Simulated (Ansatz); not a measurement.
# H₅NSSi₂: a ladder of functionals and wavefunction methods

The task here is to estimate one member of a computed series from the others.

Computed with Ansatz 0.2.0, Gaussian basis. Level: functionals in def2-TZVPP, the program's frozen cores in correlated methods.

Plan: LDA (SPW92), PBE-D4, revPBE-D4, BLYP-D4, r2SCAN-D4, B97M-V, PBE0-D4, B3LYP-D4, r2SCANh-D4, r2SCAN0-D4, HSE06-D4, BHLYP-D4, CAM-B3LYP-D4, LC-ωPBE, ωB97X-V, ωB97M-V, B2PLYP, PBE-QIDH; CCSD(T)/def2-SVP; CCSD(T)/def2-TZVPP; MP2/def2-QZVPP; extrapolation to the limit; RPA on PBE.

**The geometry**

The geometry comes from an earlier relaxation with PBE0-D4 in a triple-zeta def2 set; it is a stationary point, not always the lowest conformer.

SMILES `N[SiH]1[SiH2]S1`, 9 atoms, charge 0, spin multiplicity 1.

Atoms are counted from 1 here; the program's logs count them from 0.

Bond lengths: N1–Si2 1.704 Å, N1–H5 1.007 Å, N1–H6 1.008 Å, Si2–Si3 2.241 Å, Si2–S4 2.160 Å, Si2–H7 1.479 Å, Si3–S4 2.159 Å, Si3–H8 1.484 Å, Si3–H9 1.485 Å. Angles: Si2–N1–H5 121.2°, Si2–N1–H6 119.9°, H5–N1–H6 111.8°, N1–Si2–Si3 124.4°, N1–Si2–S4 121.8°, N1–Si2–H7 107.2°, Si3–Si2–S4 58.7°, Si3–Si2–H7 123.4°, S4–Si2–H7 113.2°, Si2–Si3–S4 58.7°, Si2–Si3–H8 124.4°, Si2–Si3–H9 121.9°, S4–Si3–H8 115.4°, S4–Si3–H9 114.5°, H8–Si3–H9 110.5°, Si2–S4–Si3 62.5°.

Set-up of the first run:

Contents of in.yaml:

```yaml
crystal:
  periodic: [false, false, false]
  atoms:
    - {symbol: N, position_ang: [-0.230398, 1.674104, -0.723896]}
    - {symbol: Si, position_ang: [0.252282, 0.041616, -0.660700]}
    - {symbol: Si, position_ang: [0.298380, -1.195232, 1.207606]}
    - {symbol: S, position_ang: [-1.167893, -1.552823, -0.336838]}
    - {symbol: H, position_ang: [-0.820913, 2.071011, -0.011432]}
    - {symbol: H, position_ang: [-0.368106, 2.122483, -1.615602]}
    - {symbol: H, position_ang: [1.141645, -0.197809, -1.817906]}
    - {symbol: H, position_ang: [1.248724, -2.308170, 1.452296]}
    - {symbol: H, position_ang: [-0.265323, -0.701582, 2.489372]}
basis:
  gaussian: {orbitals: def2-TZVPP}
hamiltonian: {xc: lda}
output: {orbitals: {seedname: orbitals}}
```

Command:

```
> ansatz run in.yaml --threads 2 --pin off --events-out ev --progress --plain --max-ram 4352MiB
```

Among the steps run: LDA; PBE-D4 (GGA); revPBE-D4 (GGA); BLYP-D4 (GGA); r2SCAN-D4 (meta-GGA); B97M-V (meta-GGA); B3LYP-D4 (hybrid); r2SCANh-D4 (hybrid); r2SCAN0-D4 (hybrid); HSE06-D4 (hybrid); BHLYP-D4 (hybrid); CAM-B3LYP-D4 (range-separated); LC-ωPBE (range-separated); ωB97X-V (range-separated); ωB97M-V (range-separated); B2PLYP (double hybrid); PBE-QIDH (double hybrid).

One of the session's tables, all rows but one given; the rest of the session is left out.

It belongs to the step «Frontier levels by functional». 

| functional | HOMO (eV) | gap (eV) |
| --- | --- | --- |
| LDA (SPW92) | -5.81 | 4.57 |
| PBE-D4 | -5.69 | 4.65 |
| revPBE-D4 | -5.64 | 4.68 |
| BLYP-D4 | -5.53 | 4.63 |
| r2SCAN-D4 | -5.92 | 5.18 |
| B97M-V | -5.99 | 5.09 |
| PBE0-D4 | ? | ? |
| B3LYP-D4 | -6.55 | 6.16 |
| r2SCANh-D4 | -6.31 | 5.86 |
| r2SCAN0-D4 | -6.91 | 6.89 |
| HSE06-D4 | -6.38 | 5.80 |
| BHLYP-D4 | -7.70 | 8.39 |
| CAM-B3LYP-D4 | -7.97 | 8.80 |
| LC-ωPBE | -9.25 | 11.21 |
| ωB97X-V | -8.94 | 10.76 |
| ωB97M-V | -8.75 | 10.27 |

Estimate the missing values for PBE0-D4.

The run gave: HOMO (eV): -6.77; gap (eV): 6.56. In the column «HOMO (eV)» it lies between r2SCAN0-D4 (-6.91) and B3LYP-D4 (-6.55).
